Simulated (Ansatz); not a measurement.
# CH6BFSi: the cost of one run

All numbers are computed with Ansatz 0.2.0 through its Python package. Level of theory: MP2/def2-SVPD.

## Step 1: The structure

Bond lengths: F1–B2 1.434 Å, B2–C3 1.561 Å, C3–Si4 1.870 Å, B2–H5 1.188 Å, C3–H6 1.123 Å, C3–H7 1.135 Å, Si4–H8 1.475 Å, Si4–H9 1.553 Å, Si4–H10 1.421 Å. Angles (14 of 15 angles, heavy atoms first): F1–B2–C3 119.3°, B2–C3–Si4 115.2°, F1–B2–H5 121.5°, C3–B2–H5 119.1°, B2–C3–H6 110.5°, B2–C3–H7 111.8°, Si4–C3–H6 106.7°, Si4–C3–H7 106.7°, C3–Si4–H8 108.0°, C3–Si4–H9 107.3°, C3–Si4–H10 114.4°, H6–C3–H7 105.3°, H8–Si4–H9 108.0°, H8–Si4–H10 111.0°.

Input file ch6bfsi.xyz:

```xyz
10

F    -2.02050   -0.09450   -0.77280
B    -0.92550    0.80300   -0.99800
C     0.43060    0.55380   -0.26600
Si    0.46010   -0.92740    0.87430
H    -1.01290    1.70950   -1.76100
H     1.25710    0.40410   -1.01080
H     0.74630    1.44980    0.35470
H     0.10330   -2.12030    0.08310
H    -0.64670   -0.71100    1.94170
H     1.69130   -1.11820    1.55780
```

## Step 2: The script

field_ch6bfsi.py reads:

```python
"""Dipole of CH6BFSi in the field of point charges."""

import logging
import sys

import ansatz as az
import numpy as np

logging.basicConfig(stream=sys.stdout, format="%(levelname)s:%(name)s:%(message)s")
log = logging.getLogger("calc")
log.setLevel(logging.INFO)

geometry = az.Crystal.molecule_from_extxyz("ch6bfsi.xyz")

setup = (
    geometry.calculation()
    .basis(gaussian="def2-SVPD")
    .correlation("MP2")
    .forces()
)
# charges +q and -q at -R and +R make a nearly even field 2 k q / R^2 at the centre
centre = np.mean([site.position_ang for site in geometry.cartesian_sites], axis=0)
field = 2 * 14.399645 * 4.0 / 40.0 ** 2


def dipole(axis, sign):
    arm = 40.0 * np.eye(3)[axis]
    pair = [{"charge": sign * 4.0, "position_ang": (centre - arm).tolist()}, {"charge": -sign * 4.0, "position_ang": (centre + arm).tolist()}]
    deck = setup.input().set(az.key.basis.gaussian.point_charges, pair)
    return np.array(az.Session.from_dict(deck).plan().execute().report["charge_distribution"]["dipole_moment_e_ang"])


log.info(f"field {field:.4f} V/A")
alpha = np.array([(dipole(axis, 1) - dipole(axis, -1)) / (2 * field) * 14.399645 for axis in range(3)])
log.info("polarisability tensor (A^3)")
print(np.array2string(alpha, precision=3, suppress_small=True))
log.info(f"mean {np.trace(alpha) / 3:.3f} A^3 = {np.trace(alpha) / 3 / 0.14818471:.2f} bohr^3")
```

## Step 3: The run

The run is started by

```sh
python field_ch6bfsi.py
```

**Question.** How long does this script take on 1 thread of Arm Neoverse V1, shared host, and how much memory does it need?

About 48 s, with a peak of 0.46 GiB.
